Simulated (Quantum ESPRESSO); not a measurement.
The system is AlN.

```
Al N
1.0
     3.09432    0.00000    0.00000
    -1.54716    2.67976    0.00000
     0.00000    0.00000    4.99916
Al N
2 2
Direct
  0.33333 0.66667 0.00000
  0.66667 0.33333 0.50000
  0.33333 0.66667 0.38000
  0.66667 0.33333 0.88000
```

* Program: Quantum ESPRESSO 7.5
* Task: phonons
* Functional: LDA
* Potentials or basis: PseudoDojo 0.4.1 SR LDA standard
* Cutoff: 1143 eV
* Density cutoff: 4572 eV
* k mesh: 8 × 8 × 5
* Occupations: fermi-dirac, width 0.05 eV
* Spin: no spin polarisation
* Form of the LDA correlation: PW92
* Mixing beta: 0.5
* Most SCF iterations: 120
* SCF threshold: 8e-10 Ry

The atoms were relaxed first, and the response was taken there.

```
Al N
1.0
     3.09432    0.00000    0.00000
    -1.54716    2.67976    0.00000
     0.00000    0.00000    4.99916
Al N
2 2
Cartesian
  0.0000 1.7865 -0.0004
  1.5472 0.8933 2.4991
  0.0000 1.7865 1.9001
  1.5472 0.8933 4.3997
```

The first run showed a gap, so the response started from a second, tighter run with fixed occupations.

Q: Which optical modes does the crystal have at the zone centre, and which show in infrared and Raman spectra?

A: The optical modes are 2E2 + 2B1 + A1 + E1. Infrared active: A1 + E1. Raman active: 2E2 + A1 + E1.

Optical modes at Γ, degenerate ones joined, polar ones without the macroscopic field:
```csv
cm⁻¹,components,symmetry,active in,"IR intensity, summed ((D/Å)²/amu)"
240,2,E2,Raman,0.00
544,1,B1,silent,0.00
607,1,A1,IR and Raman,35.57
651,2,E2,Raman,0.00
664,2,E1,IR and Raman,63.13
718,1,B1,silent,0.00
```

Zone-centre frequencies without and with the macroscopic field along z (cm⁻¹):
|  | optical modes in rising order |
| --- | --- |
| without | 240 240 544 607 651 651 664 664 718 |
| with the field | 240 240 544 651 651 664 664 718 875 |

Born effective charge tensors (e):
atom 1, Al
```
2.51 0.00 0.00
0.00 2.51 0.00
0.00 0.00 2.67
```
atom 2, Al
```
2.51 0.00 0.00
0.00 2.51 0.00
0.00 0.00 2.67
```
atom 3, N
```
-2.51  0.00  0.00
 0.00 -2.51  0.00
 0.00  0.00 -2.67
```
atom 4, N
```
-2.51  0.00  0.00
 0.00 -2.51  0.00
 0.00  0.00 -2.67
```

Electronic dielectric tensor:
```
4.39 0.00 0.00
0.00 4.39 0.00
0.00 0.00 4.61
```

Static dielectric tensor, electrons and zone-centre modes:
```
8.07 0.00 0.00
0.00 8.07 0.00
0.00 0.00 9.57
```

Caveat: the cell is more than 3 GPa from zero pressure, which shifts response properties; on a mesh that holds Γ this program's dielectric tensor can be off by some percent beyond the error of the mesh.
